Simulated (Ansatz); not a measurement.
# Fe2Pt3: the cost of one run

Program: Ansatz 0.2.0. Level of theory: DFT PBE, scalar-relativistic, plane waves, PAW. These are calculated values, not measurements.

2 further runs of the same task are left out: 1 that didn't finish, 1 set aside as unsound or not needed.

## Step 1: The system as given

It takes space group P-6m2 (No. 187, hexagonal). Conventional cell: a = 2.715 Å, b = 2.715 Å, c = 22.237 Å, α = 90.00°, β = 90.00°, γ = 120.00°. Around Fe (site symmetry -6m2) lie 12 Fe at 2.71 to 2.72 Å. Fe (site symmetry -6m2) is surrounded by 6 Fe at 2.71 Å and 6 Pt at 2.72 Å. Fe (site symmetry 3m) has 9 Fe at 2.71 to 2.72 Å and 3 Pt at 2.72 Å in its first shell of neighbours. Pt (site symmetry 3m) is surrounded by 9 Pt at 2.71 to 2.72 Å and 3 Fe at 2.72 Å. Pt (site symmetry 3m) has 12 Pt at 2.71 to 2.72 Å in its first shell of neighbours.

Coordinates:

```
CELL_PARAMETERS angstrom
2.71478 0.00000 0.00000
-1.35739 2.35107 0.00000
0.00000 0.00000 22.23665
ATOMIC_POSITIONS crystal
Fe 0.33333 0.66667 0.50000
Fe 0.66667 0.33333 0.00000
Fe 0.66667 0.33333 0.40000
Fe 0.66667 0.33333 0.60000
Pt 0.33333 0.66667 0.70000
Pt 0.33333 0.66667 0.90000
Pt 0.33333 0.66667 0.10000
Pt 0.33333 0.66667 0.30000
Pt 0.66667 0.33333 0.80000
Pt 0.66667 0.33333 0.20000
```

The start is an ordering of an alloy on its end members' structure types: elements ordered on the sites of the Ca type, Fe/Pt on Ca (P-6m2, No. 187).

## Step 2: A first look at the guess

File input.yaml:

```yaml
crystal:
  lattice:
    - [2.7147808, 0.0, 0.0]
    - [-1.3573904, 2.35106914, 0.0]
    - [0.0, 0.0, 22.23664935]
  atoms:
    - { symbol: Fe, position: [0.33333333, 0.66666667, 0.5], spin: 4.0 }
    - { symbol: Fe, position: [0.66666667, 0.33333333, 0.0], spin: 4.0 }
    - { symbol: Fe, position: [0.66666667, 0.33333333, 0.4], spin: 4.0 }
    - { symbol: Fe, position: [0.66666667, 0.33333333, 0.6], spin: 4.0 }
    - { symbol: Pt, position: [0.33333333, 0.66666667, 0.7] }
    - { symbol: Pt, position: [0.33333333, 0.66666667, 0.9] }
    - { symbol: Pt, position: [0.33333333, 0.66666667, 0.1] }
    - { symbol: Pt, position: [0.33333333, 0.66666667, 0.3] }
    - { symbol: Pt, position: [0.66666667, 0.33333333, 0.8] }
    - { symbol: Pt, position: [0.66666667, 0.33333333, 0.2] }
basis:
  ecutwfc: 420
kpoints:
  mp_grid: { grid: [6, 6, 1] }
hamiltonian:
  xc: pbe
scf:
  occupations: { method: gaussian, width: 0.1 }
  lower_state_search: "off"
output:
  forces: true
  stress: true
  eigenvalues: true
  populations: true
magnetization:
  spin_polarized: true
```

On the command line:

```bash
$ ansatz run input.yaml --threads 4 --pin off --max-ram 8192MiB --backend cpu --events-out ev --progress --plain --runs-dir out
```

What time and memory should one allow on 4 threads of Intel Xeon at 2.50GHz (Skylake/Cascade Lake), shared host?

About 21 s, with a peak of 0.72 GiB.
